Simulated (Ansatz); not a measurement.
**C6H16Sn: vertical ionisation energy**

An exercise on one series of results from a longer session: the logs are not shown, and one member is left open.

Program: Ansatz 0.2.0, Gaussian basis. Level of theory: unrestricted cation, the program's frozen cores in correlated methods. These are calculated values, not measurements.

Levels to be run: UKS PBE-D4/def2-TZVPP; UKS r2SCAN-D4/def2-TZVPP; UKS PBE0-D4/def2-TZVPP; UKS B3LYP-D4/def2-TZVPP; UKS wB97X-V/def2-TZVPP; UKS wB97M-V/def2-TZVPP; UKS B2PLYP/def2-TZVPP; UHF-MP2/def2-TZVPP; UHF-MP2/def2-QZVPP; then −ε(HOMO) from the neutral's earlier runs with LDA (SPW92), PBE-D4, revPBE-D4, BLYP-D4, r2SCAN-D4, B97M-V, PBE0-D4, B3LYP-D4, r2SCANh-D4, r2SCAN0-D4, HSE06-D4, BHLYP-D4, CAM-B3LYP-D4, LC-ωPBE, ωB97X-V, ωB97M-V.

2 further runs of the same task are left out: 2 that didn't finish.

## The relaxed structure

The geometry comes from an earlier relaxation with PBE0-D4 in a triple-zeta def2 set; it is a stationary point, not always the lowest conformer. Sn takes the def2 core potential; no spin-orbit term is included.

SMILES `[CH3][SnH]([CH3])[C](C)(C)C`, 23 atoms, charge 0, spin multiplicity 1.

Atoms are counted from 1 here; the program's logs count them from 0.

Bond lengths: C1–Sn2 2.147 Å, C1–H8 1.091 Å, C1–H9 1.091 Å, C1–H10 1.091 Å, Sn2–C3 2.147 Å, Sn2–C4 2.179 Å, Sn2–H11 1.722 Å, C3–H12 1.091 Å, C3–H13 1.091 Å, C3–H14 1.091 Å, C4–C5 1.522 Å, C4–C6 1.522 Å, C4–C7 1.523 Å, C5–H15 1.099 Å, C5–H16 1.094 Å, C5–H17 1.094 Å, C6–H18 1.094 Å, C6–H19 1.099 Å and more. Angles: Sn2–C1–H8 110.5°, Sn2–C1–H9 110.1°, Sn2–C1–H10 110.2°, H8–C1–H9 108.8°, H8–C1–H10 108.6°, H9–C1–H10 108.6°, C1–Sn2–C3 109.5°, C1–Sn2–C4 109.8°, C1–Sn2–H11 109.4°, C3–Sn2–C4 109.8°, C3–Sn2–H11 109.4°, C4–Sn2–H11 108.9°, Sn2–C3–H12 110.5°, Sn2–C3–H13 110.1°, Sn2–C3–H14 110.2°, H12–C3–H13 108.8°, H12–C3–H14 108.6°, H13–C3–H14 108.6° and more.

As a file:

```
atom     x (Å)     y (Å)     z (Å)
  C1   1.56782  -0.09829  -2.21474
 Sn2   0.25571  -0.98851  -0.76714
  C3   1.38515  -2.27496   0.52863
  C4  -0.71652   0.57055   0.40478
  C5  -1.64028  -0.07764   1.42645
  C6  -1.51957   1.46647  -0.52782
  C7   0.35298   1.38804   1.11673
  H8   1.00996   0.55775  -2.88396
  H9   2.33915   0.48672  -1.71161
 H10   2.05194  -0.87261  -2.81114
 H11  -0.95221  -1.90987  -1.57837
 H12   0.73287  -2.74037   1.26849
 H13   2.15381  -1.70161   1.04897
 H14   1.87020  -3.06156  -0.05070
 H15  -2.14143   0.69288   2.02882
 H16  -2.42153  -0.67697   0.94993
 H17  -1.09546  -0.72581   2.11919
 H18  -2.29759   0.91112  -1.05967
 H19  -2.01853   2.26104   0.04438
 H20  -0.88595   1.95482  -1.27408
 H21   0.95092   0.77696   1.79938
 H22   1.03627   1.87261   0.41300
 H23  -0.11261   2.18264   1.71607
```

The first run:

in.yaml reads:

```yaml
crystal:
  periodic: [false, false, false]
  atoms:
    - {symbol: C, position_ang: [1.567821, -0.098289, -2.214738]}
    - {symbol: Sn, position_ang: [0.255713, -0.988514, -0.767142]}
    - {symbol: C, position_ang: [1.385149, -2.274964, 0.528635]}
    - {symbol: C, position_ang: [-0.716521, 0.570551, 0.404779]}
    - {symbol: C, position_ang: [-1.640282, -0.077640, 1.426452]}
    - {symbol: C, position_ang: [-1.519572, 1.466475, -0.527822]}
    - {symbol: C, position_ang: [0.352976, 1.388039, 1.116732]}
    - {symbol: H, position_ang: [1.009957, 0.557747, -2.883965]}
    - {symbol: H, position_ang: [2.339151, 0.486719, -1.711605]}
    - {symbol: H, position_ang: [2.051943, -0.872608, -2.811135]}
    - {symbol: H, position_ang: [-0.952206, -1.909873, -1.578370]}
    - {symbol: H, position_ang: [0.732870, -2.740367, 1.268486]}
    - {symbol: H, position_ang: [2.153812, -1.701609, 1.048974]}
    - {symbol: H, position_ang: [1.870200, -3.061561, -0.050699]}
    - {symbol: H, position_ang: [-2.141429, 0.692883, 2.028823]}
    - {symbol: H, position_ang: [-2.421533, -0.676970, 0.949934]}
    - {symbol: H, position_ang: [-1.095455, -0.725806, 2.119191]}
    - {symbol: H, position_ang: [-2.297594, 0.911123, -1.059672]}
    - {symbol: H, position_ang: [-2.018528, 2.261043, 0.044376]}
    - {symbol: H, position_ang: [-0.885949, 1.954817, -1.274084]}
    - {symbol: H, position_ang: [0.950919, 0.776957, 1.799382]}
    - {symbol: H, position_ang: [1.036266, 1.872615, 0.412996]}
    - {symbol: H, position_ang: [-0.112609, 2.182636, 1.716074]}
basis:
  gaussian: {orbitals: def2-TZVPP}
total_charge: 1
magnetization: {spin_polarized: true, initial_magnetization: 1}
hamiltonian: {xc: pbe, dispersion: d4}
```

Steps of the session up to this table: Cation, UKS PBE-D4/def2-TZVPP; Cation, UKS r2SCAN-D4/def2-TZVPP; Cation, UKS PBE0-D4/def2-TZVPP; Cation, UKS B3LYP-D4/def2-TZVPP; Cation, UKS wB97X-V/def2-TZVPP; Cation, UKS wB97M-V/def2-TZVPP; Cation, UKS B2PLYP (frozen core)/def2-TZVPP; Cation, UHF-MP2/def2-TZVPP; Cation, UHF-MP2/def2-QZVPP.

One of the session's tables, all rows but one given; the rest of the session is left out.

For comparison, −ε(HOMO) of the neutral from earlier runs:

```
  functional  −ε(HOMO) (eV)
 LDA (SPW92)           5.89
      PBE-D4           5.77
   revPBE-D4           5.71
     BLYP-D4           5.65
   r2SCAN-D4           5.94
      B97M-V           6.04
     PBE0-D4           6.85
    B3LYP-D4           6.68
  r2SCANh-D4           6.35
  r2SCAN0-D4              ?
    HSE06-D4           6.46
    BHLYP-D4           7.87
CAM-B3LYP-D4           8.13
     LC-ωPBE           9.38
     ωB97X-V           9.07
     ωB97M-V           8.96
```

Q: Estimate the row for r2SCAN0-D4 from the others.

Worked estimate for «−ε(HOMO) (eV)». Against the share of exact exchange, r2SCAN-D4 (0, 5.94), r2SCANh-D4 (0.1, 6.35) give a slope of 4.10 per unit share; at 0.25 the line stands at 6.96.

The run gave: −ε(HOMO) (eV): 6.97. In «−ε(HOMO) (eV)» the line misses by -0.01.
